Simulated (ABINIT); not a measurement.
# CuPb (Fm-3m) in ABINIT: phonons at a zone-boundary q with LDA

Aim: the phonons at a zone-boundary q of CuPb with LDA.

All numbers are computed with ABINIT 10.8.3 (patched build); they aren't measurements. Logs are shortened: lines on timing, memory, paths and dates and some standing lists are left out, and cuts for length are marked. The log counts tension as positive stress, the text compression.

## Step 1: The structure

It takes space group Fm-3m (No. 225, cubic). The conventional cell has a = 5.226 Å, b = 5.226 Å, c = 5.226 Å, α = 90.00°, β = 90.00°, γ = 90.00°. Cu (site symmetry m-3m) is surrounded by 6 Pb at 2.61 Å. Pb (site symmetry m-3m) has 6 Cu at 2.61 Å as nearest neighbours.

The cell was built by a generator and needn't be a form met in nature.

## Step 2: Phonons at a zone-boundary q, LDA

Contents of run.abi:

```
ndtset 2

pp_dirpath "./"
pseudos "Cu.hgh, Pb.hgh"

acell 3*1.0 Angstrom
rprim
     0.0000000000     2.6129065500     2.6129065500
     2.6129065500     0.0000000000     2.6129065500
     2.6129065500     2.6129065500     0.0000000000
ntypat 2
znucl 29 82
natom 2
typat 1 2
xred
            0.0            0.0            0.0
            1/2            1/2            1/2

ecut 15.0

ngkpt 10 10 10
nshiftk 1
shiftk 0.0 0.0 0.0

ixc 7

nband 11
occopt 3
tsmear 0.00734986

nstep 80

prteig 0
prtebands 0
prtwf 0
prtden 0
prtpot 0

kptopt1 1
tolvrs1 1.0e-15
prtwf1 1
tolwfr1 1.0e-14
nbdbuf1 4
nline1 6

rfphon2 1
rfatpol2 1 2
rfdir2 1 1 1
getwfk2 1
kptopt2 3
nqpt2 1
qpt2 1/2 0.0 1/2
tolvrs2 1.0e-8
```

Potentials or basis: HGH LDA.

The run is started by

```
$ abinit run.abi > log 2>&1
```

run.abo:

```text
.Version 10.8.3 of ABINIT
 DATASET    1 : space group Fm -3 m (#225); Bravais cF (face-center cubic)
================================================================================
 Values of the parameters that define the memory need for DATASET  1.
     intxc =       0    ionmov =       0      iscf =       7    lmnmax =       6
     lnmax =       6     mgfft =      27  mpssoang =       3    mqgrid =    3001
     natom =       2  nloc_mem =       1    nspden =       1   nspinor =       1
    nsppol =       1      nsym =      48    n1xccc =       0    ntypat =       2
    occopt =       3   xclevel =       1
       mpw =         678          nfft =       19683          nkpt =          47
================================================================================
================================================================================

 DATASET    2 : space group Fm -3 m (#225); Bravais cF (face-center cubic)
================================================================================
 Values of the parameters that define the memory need for DATASET  2 (RF).
     intxc =       0      iscf =       7    lmnmax =       6     lnmax =       6
     mgfft =      27  mpssoang =       3    mqgrid =    3001     natom =       2
  nloc_mem =       1    nspden =       1   nspinor =       1    nsppol =       1
      nsym =      48    n1xccc =       0    ntypat =       2    occopt =       3
   xclevel =       1
      nfft =       19683          nkpt =        1000
================================================================================
================================================================================

--------------------------------------------------------------------------------
------------- Echo of variables that govern the present computation ------------
--------------------------------------------------------------------------------
 -outvars: echo values of preprocessed input variables --------
            acell      1.8897261259E+00  1.8897261259E+00  1.8897261259E+00 Bohr
              amu      6.35460000E+01  2.07200000E+02
             ecut      1.50000000E+01 Hartree
           getwfk1          0
           getwfk2          1
                       outvar_i_n : Printing only first  50 k-points.
              ixc           7
           jdtset        1    2
                       outvar_i_n : Printing only first  50 k-points.
           kptopt1          1
           kptopt2          3
         kptrlatt       10    0    0      0   10    0      0    0   10
          kptrlen      6.98293087E+01
            natom           2
            nband1         11
            nband2         11
           nbdbuf1          4
           nbdbuf2          2
           ndtset           2
            ngfft          27      27      27
             nkpt1         47
             nkpt2       1000
            nline1          6
            nline2          4
             nqpt1          0
             nqpt2          1
            nstep          80
             nsym          48
           ntypat           2
                       prtocc : prtvol=0, do not print more k-points.
           occopt           3
        optdriver1          0
        optdriver2          1
           prtden           0
        prtebands           0
           prteig           0
            prtwf1          1
            prtwf2          0
              qpt1     0.00000000E+00  0.00000000E+00  0.00000000E+00
              qpt2     5.00000000E-01  0.00000000E+00  5.00000000E-01
           rfphon1          0
           rfphon2          1
            rprim      0.0000000000E+00  2.6129065500E+00  2.6129065500E+00
                       2.6129065500E+00  0.0000000000E+00  2.6129065500E+00
                       2.6129065500E+00  2.6129065500E+00  0.0000000000E+00
          spgroup         225
           tolvrs1     1.00000000E-15
           tolvrs2     1.00000000E-08
           tolwfr1     1.00000000E-14
           tolwfr2     0.00000000E+00
           tsmear      7.34986000E-03 Hartree
            typat      1  2
                       outvars : Printing only first  50 k-points.
           xangst      0.0000000000E+00  0.0000000000E+00  0.0000000000E+00
                       2.6129065500E+00  2.6129065500E+00  2.6129065500E+00
            xcart      0.0000000000E+00  0.0000000000E+00  0.0000000000E+00
                       4.9376777721E+00  4.9376777721E+00  4.9376777721E+00
             xred      0.0000000000E+00  0.0000000000E+00  0.0000000000E+00
                       5.0000000000E-01  5.0000000000E-01  5.0000000000E-01
            znucl       29.00000   82.00000

[... 143 lines left out ...]
 Eigenvalues (hartree) for nkpt=  47  k points:
 kpt#   1, nband= 11, wtk=  0.00100, kpt=  0.0000  0.0000  0.0000 (reduced coord)
  -0.34310    0.28503    0.28503    0.28503    0.43354    0.46063    0.46063    0.46063
   0.51228    0.57866    0.57866
      occupation numbers for kpt#   1
   2.00000    0.00000    0.00000    0.00000    0.00000    0.00000    0.00000    0.00000
   0.00000    0.00000    0.00000
 prteigrs : prtvol=0 or 1, do not print more k-points.

--- !EnergyTerms
iteration_state     : {dtset: 1, }
comment             : Components of total free energy in Hartree
kinetic             :  1.40853789608209E+00
hartree             :  4.65775055659028E-02
xc                  : -1.26338726763223E+00
Ewald energy        : -4.38771636884393E+00
psp_core            :  3.00909388974132E-01
local_psp           : -2.45263874377669E-01
non_local_psp       : -9.43930155178895E-02
internal            : -4.23473573574959E+00
'-kT*entropy'       : -3.30921403520233E-03
total_energy        : -4.23804494978479E+00
total_energy_eV     : -1.15323078056423E+02
band_energy         : -4.83947777319072E-01
...

 Cartesian components of stress tensor (hartree/bohr^3)
  sigma(1 1)=  1.21982196E-03  sigma(3 2)=  0.00000000E+00
  sigma(2 2)=  1.21982196E-03  sigma(3 1)=  0.00000000E+00
  sigma(3 3)=  1.21982196E-03  sigma(2 1)=  0.00000000E+00

-Cartesian components of stress tensor (GPa)         [Pressure= -3.5888E+01 GPa]
- sigma(1 1)=  3.58884012E+01  sigma(3 2)=  0.00000000E+00
- sigma(2 2)=  3.58884012E+01  sigma(3 1)=  0.00000000E+00
- sigma(3 3)=  3.58884012E+01  sigma(2 1)=  0.00000000E+00

================================================================================
== DATASET  2 ==================================================================

--- !DatasetInfo
iteration_state: {dtset: 2, }
dimensions: {natom: 2, nkpt: 1000, mband: 11, nsppol: 1, nspinor: 1, nspden: 1, mpw: 692, }
cutoff_energies: {ecut:  15.0, pawecutdg:  -1.0, }
electrons: {nelect:   5.00000000E+00, charge:   0.00000000E+00, occopt:   3.00000000E+00, tsmear:   7.34986000E-03, }
meta: {optdriver: 1, rfphon: 1, }
...

 mkfilename : getwfk/=0, take file _WFK from output of DATASET   1.

 Exchange-correlation functional for the present dataset will be:
  LDA: Perdew-Wang 92 LSD fit to Ceperley-Alder data - ixc=7
  J.P.Perdew and Y.Wang, PRB 45, 13244 (1992)

 Real(R)+Recip(G) space primitive vectors, cartesian coordinates (Bohr,Bohr^-1):
 R(1)=  0.0000000  4.9376778  4.9376778  G(1)= -0.1012622  0.1012622  0.1012622
 R(2)=  4.9376778  0.0000000  4.9376778  G(2)=  0.1012622 -0.1012622  0.1012622
 R(3)=  4.9376778  4.9376778  0.0000000  G(3)=  0.1012622  0.1012622 -0.1012622
 Unit cell volume ucvol=  2.4076770E+02 bohr^3
 Angles (23,13,12)=  6.00000000E+01  6.00000000E+01  6.00000000E+01 degrees
 setup1 : take into account q-point for computing boxcut.

 getcut: wavevector=  0.5000  0.0000  0.5000  ngfft=  27  27  27
         ecut(hartree)=     15.000   => boxcut(ratio)=   2.05513
--------------------------------------------------------------------------------

 ==>  initialize data related to q vector <==

 The list of irreducible perturbations for this q vector is:
    1)    idir= 1    ipert=   1
    2)    idir= 2    ipert=   1
    3)    idir= 1    ipert=   2
    4)    idir= 2    ipert=   2

================================================================================

 The perturbation idir=   3  ipert=   1 is
 symmetric of a previously calculated perturbation.
 So, its SCF calculation is not needed.

 The perturbation idir=   3  ipert=   2 is
 symmetric of a previously calculated perturbation.
 So, its SCF calculation is not needed.

--------------------------------------------------------------------------------
 Perturbation wavevector (in red.coord.)   0.500000  0.000000  0.500000
 Perturbation : displacement of atom   1   along direction   1
 Found     2 symmetries that leave the perturbation invariant.
 symkpt : the number of k-points, thanks to the symmetries,
 is reduced to   550 .
[... 158 lines left out ...]
 2DEtotal=    0.6752816349E+00 Ha. Also 2DEtotal=    0.183753493909E+02 eV
    (2DErelax=   -4.2944677350E+01 Ha. 2DEnonrelax=    4.3619958985E+01 Ha)
    (  non-var. 2DEtotal :    6.7528259693E-01 Ha)

================================================================================

 ---- first-order wavefunction calculations are completed ----

 ==> Compute Derivative Database <==

  Dynamical matrix, in cartesian coordinates,
   if specified in the inputs, asr has been imposed
     j1       j2             matrix element
  dir pert dir pert     real part    imaginary part

   1    1   1    1        -0.0013691972        -0.0000000000
   1    1   1    2        -0.0080775096        -0.0000000001

   2    1   2    1        -0.0114987487        -0.0000000000
   2    1   2    2         0.0190776564        -0.0000000000
[... 10 lines left out ...]
   3    2   3    1        -0.0080775179         0.0000000001
   3    2   3    2         0.0138487461        -0.0000000000

  Phonon wavevector (reduced coordinates) :  0.50000  0.00000  0.50000
 Phonon energies in Hartree :
  -3.778494E-04 -1.821348E-04 -1.821348E-04  2.408710E-04  2.408710E-04
   3.032322E-04
 Phonon frequencies in cm-1    :
  -8.292836E+01 -3.997396E+01 -3.997396E+01  5.286507E+01  5.286507E+01
   6.655178E+01

== END DATASET(S) ==============================================================
================================================================================

 -outvars: echo values of variables after computation  --------
            acell      1.8897261259E+00  1.8897261259E+00  1.8897261259E+00 Bohr
           etotal1    -4.2380449498E+00
           etotal2     6.7528163486E-01
            fcart1    -0.0000000000E+00 -0.0000000000E+00 -0.0000000000E+00
                      -0.0000000000E+00 -0.0000000000E+00 -0.0000000000E+00
            fcart2     0.0000000000E+00  0.0000000000E+00  0.0000000000E+00
                       0.0000000000E+00  0.0000000000E+00  0.0000000000E+00
            rprim      0.0000000000E+00  2.6129065500E+00  2.6129065500E+00
                       2.6129065500E+00  0.0000000000E+00  2.6129065500E+00
                       2.6129065500E+00  2.6129065500E+00  0.0000000000E+00
           strten1     1.2198219635E-03  1.2198219635E-03  1.2198219635E-03
                       0.0000000000E+00  0.0000000000E+00  0.0000000000E+00
           strten2     0.0000000000E+00  0.0000000000E+00  0.0000000000E+00
                       0.0000000000E+00  0.0000000000E+00  0.0000000000E+00
           xangst      0.0000000000E+00  0.0000000000E+00  0.0000000000E+00
                       2.6129065500E+00  2.6129065500E+00  2.6129065500E+00
             xred      0.0000000000E+00  0.0000000000E+00  0.0000000000E+00
                       5.0000000000E-01  5.0000000000E-01  5.0000000000E-01
 Calculation completed.
```

Wall time 5.6 min (1 thread of Arm Neoverse V1, shared host); peak memory 0.26 GiB.

Results:

```yaml
Free_energy: -115.3231 eV
Pressure: -35.9 GPa
Band_gap_on_the_k_mesh: none (metal or under the smearing width)
Highest_phonon_frequency_at_the_q_point_run: 67 cm⁻¹
Most_unstable_mode: 83i cm⁻¹
```

Phonon frequencies in cm⁻¹ (negative: imaginary):
| q point | frequencies |
| --- | --- |
| (0.500, 0.000, 0.500) | -83 -40 -40 53 53 67 |

Caveat: some modes are imaginary; a pressure of tens of GPa on the cell as given is suspect, and the run, the potentials or the cell itself is likely at fault; HGH potentials are hard and often keep d shells in the core, so these values are rough. The run has no spin-orbit coupling, so splittings on Pb are missing.
